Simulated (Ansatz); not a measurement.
GeCN2:

```
CELL_PARAMETERS angstrom
1.79379 1.03565 4.92196
-1.79379 1.03565 4.92196
0.00000 -2.07129 4.92196
ATOMIC_POSITIONS crystal
Ge 0.00000 0.00000 0.00000
N 0.58390 0.58390 0.58390
N 0.41610 0.41610 0.41610
C 0.50000 0.50000 0.50000
```

The cell comes from a database or a generator and needn't be the stable form of this composition.

Base run:

| Property | Result |
| --- | --- |
| Program | Ansatz 0.2.0 |
| Functional | PBE |
| Potentials or basis | Ansatz PAW |
| Cutoff | 420 eV |
| Density cutoff | 1680 eV |
| k mesh | 9 × 9 × 9 |
| Occupations | fermi-dirac, width 0.05 eV |
| Spin | no spin polarisation |

Its results: band gap on the k mesh 1.12 eV, indirect (least direct gap 1.97 eV); pressure 0.0 GPa; largest force 0.017 eV/Å.

**Question.** The run is repeated on the same cell with these changes: functional from PBE to PBEsol. What comes out?

**Answer.** Band gap on the k mesh 1.00 eV, indirect (least direct gap 1.84 eV); pressure -3.3 GPa; largest force 0.066 eV/Å.

PBEsol binds more tightly than PBE, so the same cell stands under less pressure.

Caveats: odd divisions of the mesh miss points on the zone boundary, where band edges often lie, so the gap on the mesh can be too wide (some runs); the k mesh misses the band edges, so the gap on the mesh is wider than the one along the path (some runs); the PAW data sets come from PBE, with cores solved anew for the run's functional, which leaves a small shift of forces and pressure (some runs).

Not every run made on this cell is shown here.
